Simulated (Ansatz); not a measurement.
# CH₆AlFSi: basis-set convergence

An exercise on one series of results from a longer session: the logs are not shown, and one member is left open.

Computed with Ansatz 0.2.0, Gaussian basis. Level: one geometry, several basis sets.

The runs, in order: PBE0-D4/def2-SVP; ωB97M-V/def2-SVP; PBE0-D4/def2-QZVPP; ωB97M-V/def2-QZVPP; the functionals' def2-TZVPP values are taken from earlier runs.

## The relaxed structure

An earlier PBE0-D4 in a triple-zeta def2 set relaxation fixed the geometry.

SMILES `C[SiH2][AlH][F]`, 10 atoms, charge 0, spin multiplicity 1.

Atoms are counted from 1 here; the program's logs count them from 0.

Bond lengths: C1–Si2 1.882 Å, C1–H5 1.092 Å, C1–H6 1.092 Å, C1–H7 1.092 Å, Si2–Al3 2.453 Å, Si2–H8 1.493 Å, Si2–H9 1.493 Å, Al3–F4 1.655 Å, Al3–H10 1.586 Å. Angles: Si2–C1–H5 110.6°, Si2–C1–H6 111.0°, Si2–C1–H7 111.0°, H5–C1–H6 108.1°, H5–C1–H7 108.1°, H6–C1–H7 107.9°, C1–Si2–Al3 113.1°, C1–Si2–H8 109.7°, C1–Si2–H9 109.6°, Al3–Si2–H8 109.0°, Al3–Si2–H9 108.9°, H8–Si2–H9 106.3°, Si2–Al3–F4 117.3°, Si2–Al3–H10 127.4°, F4–Al3–H10 115.3°.

Coordinates:

```
C     0.20930    1.52208   -0.54967
Si   -0.48730    0.18571    0.57806
Al    0.32047   -2.06187    0.01849
F    -0.27132   -3.32443    0.91008
H    -0.17100    2.50488   -0.26281
H    -0.06992    1.34084   -1.58990
H     1.29976    1.55110   -0.49534
H    -1.97874    0.19797    0.50959
H    -0.12916    0.49038    1.99555
H     1.36113   -2.45785   -1.11104
```

The first run:

Input file in.yaml:

```yaml
crystal:
  periodic: [false, false, false]
  atoms:
    - {symbol: C, position_ang: [0.209297, 1.522079, -0.549673]}
    - {symbol: Si, position_ang: [-0.487299, 0.185710, 0.578060]}
    - {symbol: Al, position_ang: [0.320467, -2.061867, 0.018486]}
    - {symbol: F, position_ang: [-0.271321, -3.324426, 0.910083]}
    - {symbol: H, position_ang: [-0.171004, 2.504877, -0.262813]}
    - {symbol: H, position_ang: [-0.069924, 1.340836, -1.589900]}
    - {symbol: H, position_ang: [1.299761, 1.551099, -0.495344]}
    - {symbol: H, position_ang: [-1.978743, 0.197971, 0.509594]}
    - {symbol: H, position_ang: [-0.129160, 0.490375, 1.995546]}
    - {symbol: H, position_ang: [1.361127, -2.457853, -1.111041]}
basis:
  gaussian: {orbitals: def2-SVP}
hamiltonian: {xc: pbe0, dispersion: d4}
output: {orbitals: {seedname: orbitals}}
```

Among the steps run: PBE0-D4 in def2-SVP; ωB97M-V in def2-SVP; PBE0-D4 in def2-QZVPP; ωB97M-V in def2-QZVPP.

One table of the session follows, with a row left open; its other results are not shown here.

It belongs to the step «Density functionals: the series». 

| functional | basis | HOMO (eV) | LUMO (eV) |
| --- | --- | --- | --- |
| PBE0-D4 | def2-SVP | -7.52 | -1.55 |
| PBE0-D4 | def2-TZVPP | -7.52 | -1.67 |
| PBE0-D4 | def2-QZVPP | -7.53 | -1.70 |
| ωB97M-V | def2-SVP | -9.48 | 0.18 |
| ωB97M-V | def2-TZVPP | ? | ? |
| ωB97M-V | def2-QZVPP | -9.53 | -0.16 |

**Question.** Estimate the row for ωB97M-V, def2-TZVPP.

**Answer.** HOMO (eV): -9.52; LUMO (eV): -0.02. In the column «HOMO (eV)» it lies between ωB97M-V, def2-QZVPP (-9.53) and ωB97M-V, def2-SVP (-9.48).
